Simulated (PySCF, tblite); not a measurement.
# C₄H₆F₂SeSi: geometry, infrared bands and NMR shifts

What infrared bands and NMR shifts should C₄H₆F₂SeSi (`F[Si]1(F)C=CCC[Se]1`) show?

Programs: tblite 0.8.0 and PySCF 2.14.0, with density-fitted response routines of our own. Each step states its level of theory. These are calculated values for one molecule in the gas phase, unless marked as measured. Atoms count from 0, in the outputs and in this text.

### 1 The starting structure

14 atoms, charge 0, multiplicity 1; geometry from: force field or distance geometry start.

Bonds of the start (Å): F0–Si1 1.70, Si1–F2 1.69, Si1–C3 1.85, C3–C4 1.34, C4–C5 1.51, C5–C6 1.53, C6–Se7 1.96, Se7–Si1 2.28, C3–H8 1.08, C4–H9 1.09, C5–H10 1.11, C5–H11 1.11, C6–H12 1.10, C6–H13 1.11.

### 2 Optimising the geometry with GFN2-xTB

The job: settings as JSON, then the geometry in Å.

```
{"job": {"kind": "relax", "xc": "GFN2-xTB", "basis": "xTB"}, "charge": 0, "multiplicity": 1}
F      2.780300    -0.587800     1.389900
Si     1.715900    -0.765400     0.075800
F      2.553200    -1.492700    -1.194700
C      1.100400     0.898900    -0.455300
C     -0.158300     1.310600    -0.243800
C     -1.216900     0.510900     0.467500
C     -1.348700    -0.903900    -0.093300
Se    -0.018200    -2.102600     0.701800
H      1.810400     1.547000    -0.943000
H     -0.438300     2.291700    -0.623300
H     -0.979300     0.473300     1.553700
H     -2.188600     1.033800     0.360100
H     -1.264100    -0.909400    -1.187400
H     -2.348600    -1.304800     0.169900
```

Launch:

```sh
OMP_NUM_THREADS=1 python probes_run.py task.json out
```

This one command runs all jobs of the session in turn.

**Question.** This job is followed by: GFN2-xTB harmonic vibrations, gas phase; GIAO PBE0/pcSseg-1 NMR shielding, non-relativistic, gas phase. What will the session give for the following? strongest single infrared mode (GFN2-xTB); zero-point energy (GFN2-xTB); 13C shifts against TMS (PBE0/pcSseg-1); 1H shifts against TMS (PBE0/pcSseg-1, means over atoms taken as alike); 19F shifts against CFCl3 (PBE0/pcSseg-1, means over atoms taken as alike); 29Si shifts against TMS (PBE0/pcSseg-1); 77Se shifts against Me2Se (PBE0/pcSseg-1).

**Answer**, as computed:

| quantity | value |
| --- | --- |
| strongest single infrared mode (GFN2-xTB) | 863 cm⁻¹, 226 km/mol |
| zero-point energy (GFN2-xTB) | 58.8 kcal/mol |
| 13C shifts against TMS (PBE0/pcSseg-1) | 165.4, 126.4, 34.4, 28.4 ppm |
| 1H shifts against TMS (PBE0/pcSseg-1, means over atoms taken as alike) | 7.38, 5.99, 2.75, 2.54 ppm |
| 19F shifts against CFCl3 (PBE0/pcSseg-1, means over atoms taken as alike) | -136.0 ppm |
| 29Si shifts against TMS (PBE0/pcSseg-1) | -5.6 ppm |
| 77Se shifts against Me2Se (PBE0/pcSseg-1) | -97 ppm |

The optimisation took 89 steps and gained 0.312 eV; among the close pairs (by a distance rule), F0–Si1 changed most, from 1.700 to 1.599 Å. All 36 modes are real, so the xTB geometry is a minimum. The strongest single mode, at 863 cm⁻¹, moves mainly F0 and Si1. GFN2-xTB is a fitted tight-binding method: band positions and strengths are rough. Its intensities can rank the bands wrongly. At PBE0/pcSseg-1: The widest tensor belongs to Se7: span 570 ppm, with a paramagnetic part of -1147 ppm. Spin-orbit coupling is left out, which matters for shieldings and couplings at and beside the heavy atoms.
